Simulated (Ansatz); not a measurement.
# CH5BN2 (SMILES NC1BN1) at PBE-QIDH/cc-pVDZ

Aim: the electronic atomisation energy of CH5BN2 at PBE-QIDH/cc-pVDZ, from 5 runs. 

The results are computed with Ansatz 0.2.0.

66 further runs of the same task are left out: 66 set aside as unsound or not needed. Runs told in other sessions of the task aren't counted.

**1. The structure to begin with**

CH5BN2 has 9 atoms, charge 0, and is taken as a singlet. SMILES: `NC1BN1`. Geometry: relaxed at PBE0-D4/def2-TZVP. This is one conformer, not always the lowest.

Bond lengths: N1–C2 1.431 Å, C2–B3 1.561 Å, C2–N4 1.467 Å, B3–N4 1.341 Å, N1–H5 1.010 Å, N1–H6 1.010 Å, C2–H7 1.092 Å, B3–H8 1.184 Å, N4–H9 1.004 Å. Some angles: N1–C2–B3 121.1°, N1–C2–N4 117.3°, B3–C2–N4 52.5°, C2–B3–N4 60.2°, C2–N4–B3 67.4°, N1–C2–H7 115.1°, B3–C2–H7 121.0°, N4–C2–H7 113.6°, C2–N1–H5 112.4°, C2–N1–H6 112.7°.

**2. A single-point energy at PBE-QIDH/cc-pVDZ**

Contents of input.yaml:

```yaml
crystal:
  periodic: [false, false, false]
  atoms:
    - {symbol: "N", position_ang: [0.142900, 1.194400, -0.640600]}
    - {symbol: C, position_ang: [-0.364200, -0.077200, -0.222300]}
    - {symbol: B, position_ang: [0.591200, -1.194100, 0.303200]}
    - {symbol: N, position_ang: [-0.130500, -0.469900, 1.171500]}
    - {symbol: H, position_ang: [0.784000, 1.117400, -1.417000]}
    - {symbol: H, position_ang: [-0.589900, 1.842600, -0.892400]}
    - {symbol: H, position_ang: [-1.366400, -0.317200, -0.582700]}
    - {symbol: H, position_ang: [1.414200, -2.039000, 0.194700]}
    - {symbol: H, position_ang: [-0.392800, -0.103200, 2.068300]}
basis:
  gaussian:
    orbitals: cc-pVDZ
total_charge: 0
hamiltonian:
  xc: {name: PBE-QIDH}
correlation:
  frozen_orbitals: {B: 1, C: 1, H: 0, "N": 1}
accuracy: high
output:
  orbitals: {seedname: orbitals}
```

Command:

```
$ ansatz run input.yaml --threads 1 --pin off --max-ram 2610MiB --events-out events.jsonl --progress --plain --runs-dir runs
```

The log of the run:

```text
Warning: RAYON_NUM_THREADS=1 ignored (pool sized by the plan → 1); use --threads N
Functional definition: PBE-QIDH
  name "PBE-QIDH"
  parameter a = 3^(-1/3)
  parameter c = 1/3
  exchange = (1 - a)*pbe_x + a*exact_x
  correlation = (1 - c)*pbe_c + c*(mp2_os + mp2_ss)
1915 factors; integrals over basis functions are off by at most 3.1e-9 eV
mean field evaluation 1: about -4757.0711 eV, gradient 4.0e1 eV
mean field evaluation 2: about -4757.0694 eV, gradient 4.0e1 eV
mean field evaluation 4: about -4760.5888 eV, gradient 3.5e0 eV
mean field evaluation 8: about -4760.6206 eV, gradient 6.4e-2 eV
mean field evaluation 16: about -4760.6207 eV, gradient 5.7e-6 eV
mean field -4760.62065455 eV, -174.9495821900 hartree, gradient 7.9e-8 eV, S^2 0.000000; 0 other end points of the search recorded, 0 dependent functions left out
4 core orbitals not correlated: weight in the atoms' cores, before any rotation towards them, 1.000 or more for the frozen orbitals, at most 0.000 for the correlated occupied ones
reference -4760.62065554 eV, -174.9495822264 hartree; 11, 11 occupied and 66, 66 virtual orbitals, 1915 factors
second order -17.14011049 eV of doubles, -0.00000000 eV of singles
Total energy: -4766.33402570 eV, -175.1595447072 hartree
```

Wall time 8.1 s (1 thread of Arm Neoverse V1, shared host); peak memory 0.24 GiB.

**3. The B atom**

Contents of run.yaml:

```yaml
crystal:
  periodic: [false, false, false]
  atoms:
    - symbol: B
      position_ang: [0.000000, 0.000000, 0.000000]
basis:
  gaussian: {orbitals: cc-pVDZ}
correlation: {frozen_orbitals: {B: 1}}
hamiltonian: {xc: {name: PBE-QIDH}}
magnetization: {spin_polarized: true, initial_magnetization: 1}
accuracy: high
```

Run the same way, it converges to -24.60857 Eh (log not shown).

**4. The C atom at the same level**

Contents of in.yaml:

```yaml
crystal:
  periodic: [false, false, false]
  atoms:
    - {symbol: C, position_ang: [0.000000, 0.000000, 0.000000]}
basis:
  gaussian: {orbitals: cc-pVDZ}
magnetization: {spin_polarized: true, initial_magnetization: 2}
hamiltonian: {xc: {name: PBE-QIDH}}
correlation: {frozen_orbitals: {C: 1}}
accuracy: high
```

Run the same way, it converges to -37.78950 Eh (log not shown).

**5. The H atom, same level**

Contents of run.yaml:

```yaml
crystal:
  periodic: [false, false, false]
  atoms:
    - {symbol: H, position_ang: [0.000000, 0.000000, 0.000000]}
basis:
  gaussian:
    orbitals: cc-pVDZ
magnetization:
  spin_polarized: true
  initial_magnetization: 1
hamiltonian:
  xc: {name: PBE-QIDH}
correlation:
  frozen_orbitals: {H: 0}
accuracy: high
```

Command:

```
$ ansatz run run.yaml --threads 1 --pin off --max-ram 2610MiB --events-out events.jsonl --progress --plain --runs-dir runs
```

The log of the run:

```text
Warning: RAYON_NUM_THREADS=1 ignored (pool sized by the plan → 1); use --threads N
Functional definition: PBE-QIDH
  name "PBE-QIDH"
  parameter a = 3^(-1/3)
  parameter c = 1/3
  exchange = (1 - a)*pbe_x + a*exact_x
  correlation = (1 - c)*pbe_c + c*(mp2_os + mp2_ss)
15 factors; integrals over basis functions are off by at most 4.6e-8 eV
mean field evaluation 1: about -13.6204 eV, gradient 1.2e0 eV
mean field evaluation 2: about -13.6204 eV, gradient 1.2e0 eV
mean field evaluation 4: about -13.6394 eV, gradient 2.8e-4 eV
mean field evaluation 8: about -13.6394 eV, gradient 1.6e-9 eV
mean field -13.63943543 eV, -0.5012400069 hartree, gradient 2.1e-9 eV, S^2 0.750000; 0 other end points of the search recorded, 0 dependent functions left out
reference -13.63943598 eV, -0.5012400272 hartree; 1, 0 occupied and 4, 5 virtual orbitals, 15 factors
second order 0.00000000 eV of doubles, -0.00000000 eV of singles
Total energy: -13.63943598 eV, -0.5012400272 hartree
```

It took 0.12 s on 1 thread of Arm Neoverse V1, shared host.

**6. The N atom at the same level**

Contents of run.yaml:

```yaml
basis:
  gaussian:
    orbitals: cc-pVDZ
crystal:
  periodic: [false, false, false]
  atoms:
    - {symbol: "N", position_ang: [0.000000, 0.000000, 0.000000]}
magnetization:
  spin_polarized: true
  initial_magnetization: 3
hamiltonian:
  xc: {name: PBE-QIDH}
correlation:
  frozen_orbitals: {"N": 1}
accuracy: high
```

Command:

```
$ ansatz run run.yaml --threads 1 --pin off --max-ram 2610MiB --events-out events.jsonl --progress --plain --runs-dir runs
```

The log of the run:

```text
Warning: RAYON_NUM_THREADS=1 ignored (pool sized by the plan → 1); use --threads N
Functional definition: PBE-QIDH
  name "PBE-QIDH"
  parameter a = 3^(-1/3)
  parameter c = 1/3
  exchange = (1 - a)*pbe_x + a*exact_x
  correlation = (1 - c)*pbe_c + c*(mp2_os + mp2_ss)
96 factors; integrals over basis functions are off by at most 1.2e-9 eV
mean field evaluation 1: about -1482.8316 eV, gradient 3.0e0 eV
mean field evaluation 2: about -1482.8316 eV, gradient 3.0e0 eV
mean field evaluation 4: about -1482.8764 eV, gradient 4.4e-2 eV
mean field evaluation 8: about -1482.8764 eV, gradient 6.0e-6 eV
mean field -1482.87640031 eV, -54.4947025818 hartree, gradient 6.5e-8 eV, S^2 3.752584; 0 other end points of the search recorded, 0 dependent functions left out
1 core orbitals not correlated: weight in the atoms' cores, before any rotation towards them, 1.000 or more for the frozen orbitals, at most 0.000 for the correlated occupied ones
reference -1482.87640072 eV, -54.4947025968 hartree; 4, 1 occupied and 9, 12 virtual orbitals, 96 factors
second order -2.13691126 eV of doubles, -0.00000000 eV of singles
Total energy: -1483.58870448 eV, -54.5208792770 hartree
```

Wall time 0.34 s (1 thread of Arm Neoverse V1, shared host).

**7. Outcome**

Level: PBE-QIDH/cc-pVDZ, 4 core orbitals frozen.

```
                                     quantity          value
                       molecule: total energy  -175.15954 Eh
  molecule: HOMO energy (SCF part's orbitals)       -8.91 eV
  molecule: LUMO energy (SCF part's orbitals)        2.63 eV
molecule: HOMO–LUMO gap (SCF part's orbitals)       11.54 eV
                         B atom: total energy   -24.60857 Eh
                                 B atom: ⟨S²⟩          0.755
                         C atom: total energy   -37.78950 Eh
                                 C atom: ⟨S²⟩          2.004
                         H atom: total energy    -0.50124 Eh
                                 H atom: ⟨S²⟩          0.750
                         N atom: total energy   -54.52088 Eh
                                 N atom: ⟨S²⟩          3.753
                electronic atomisation energy      33.021 eV
```

What this shows: Taking the molecule apart into free atoms costs 33.02 eV (3186 kJ/mol), before zero-point energy and without spin-orbit coupling.
